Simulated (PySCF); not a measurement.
# AlF3: the cost of one run

Program: PySCF 2.14.0. Level of theory: levels as typed in each script, gas phase, geometry from GFN2-xTB. These are calculated values, not measurements.

1 further run of the same task is left out (it didn't finish).

## Step 1: The system as given

SMILES `F[Al](F)F`, 4 atoms, charge 0, spin multiplicity 1.

Bond lengths: F1–Al2 1.631 Å, Al2–F3 1.631 Å, Al2–F4 1.631 Å. Angles: F1–Al2–F3 120.0°, F1–Al2–F4 120.0°, F3–Al2–F4 120.0°.

As a file:

```mol
AlF3
  3D, bonds by distance, orders not assigned

  4  3  0  0  0  0  0  0  0  0999 V2000
   -1.0552   -1.2441    0.0000 F   0  0
    0.0000    0.0000    0.0000 Al  0  0
   -0.5498    1.5359    0.0000 F   0  0
    1.6050   -0.2918    0.0000 F   0  0
  1  2  8  0
  2  3  8  0
  2  4  8  0
M  END
```

## Step 2: Excited states (B3LYP/6-311g**)

Contents of input.py:

```python
import numpy as np
from pyscf import gto, scf, dft, tdscf
from pyscf.scf import atom_ks, atom_hf
from scipy.linalg import block_diag

def solve(mol, dm0=None, hcore=None):
    mf = (dft.UKS if mol.spin else dft.RKS)(mol, xc='b3lyp')
    mf.grids.level = 3
    mf = mf.density_fit(auxbasis='def2-universal-jkfit')
    mf.conv_tol, mf.max_cycle = 1e-8, 80
    if hcore is not None:
        mf.get_hcore = lambda *args: hcore
    mf.kernel(dm0)
    if not mf.converged:
        mf = mf.newton().run(mf.mo_coeff, mf.mo_occ, max_cycle=30)
    assert mf.converged, 'SCF not converged'
    return mf

mol = gto.M(atom='''
F     -1.05523    -1.24409     0.00000
Al     0.00002     0.00000     0.00000
F     -0.54981     1.53589     0.00000
F      1.60502    -0.29180     0.00000
''', basis='6-311g**', charge=0, spin=0, verbose=4)
mf = solve(mol)
td = mf.TDA()
td.nstates, td.singlet, td.conv_tol = 4, True, 1e-5
td.kernel()
td.analyze()
x, y = np.array([p[0] for p in td.xy]), np.array([p[1] + 0 * p[0] for p in td.xy])
f, mu = td.oscillator_strength(), td.transition_dipole()
nto = [td.get_nto(state=i + 1, verbose=4) for i in range(len(td.e))]
# spherically averaged free atoms, for the promolecule
atm = atom_ks.get_atm_nrks(mol, xc='b3lyp')
pro = block_diag(*[(atm[a[0]][2] * atm[a[0]][3]) @ atm[a[0]][2].T for a in mol._atom])
np.savez('result.npz', e=td.e, f=f, ok=td.converged, w=[n[0] for n in nto], nto=[n[1] for n in nto], x=x, y=y, c=mf.mo_coeff, occ=mf.mo_occ, eps=mf.mo_energy, pro=pro, mu=mu)
```

The run is started by

```
$ OMP_NUM_THREADS=1 python input.py
```

What time and memory should one allow on 1 thread of Intel Xeon 6975P-C (Granite Rapids), shared host?

About 20 s, with a peak of 0.42 GiB.
